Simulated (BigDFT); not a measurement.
LiK (Lithium Potassium): single point with PBE

Molecule: LiK (Lithium Potassium), in a box.

```
Li K
1.0
     9.00000    0.00000    0.00000
     0.00000    9.00000    0.00000
     0.00000    0.00000   13.00000
Li K
1 1
Direct
  0.50144 0.50233 0.37685
  0.50144 0.50233 0.62838
```

```json
{"Program": "BigDFT 1.9.6", "Task": "single point", "Functional": "PBE", "Potentials or basis": "GTH-PBE (K q9, Li q3)", "Grid spacing": "0.43 bohr", "Occupations": "fixed", "Spin": "no spin polarisation"}
```

The largest force is 0.059 eV/Å and the highest occupied level is -2.84 eV. The dipole moment is 2.74 D.

Forces on the atoms (eV/Å):
```
Li   0.000  0.000 -0.059
K    0.000  0.000  0.059
```

Run time: 91 s on 1 thread of Intel(R) Xeon(R) Platinum 8259CL CPU @ 2.50GHz (Skylake/Cascade Lake), with other jobs on the host, peak memory 0.85 GiB.

Caveat: boundaries are free: the box only frames the coordinates.
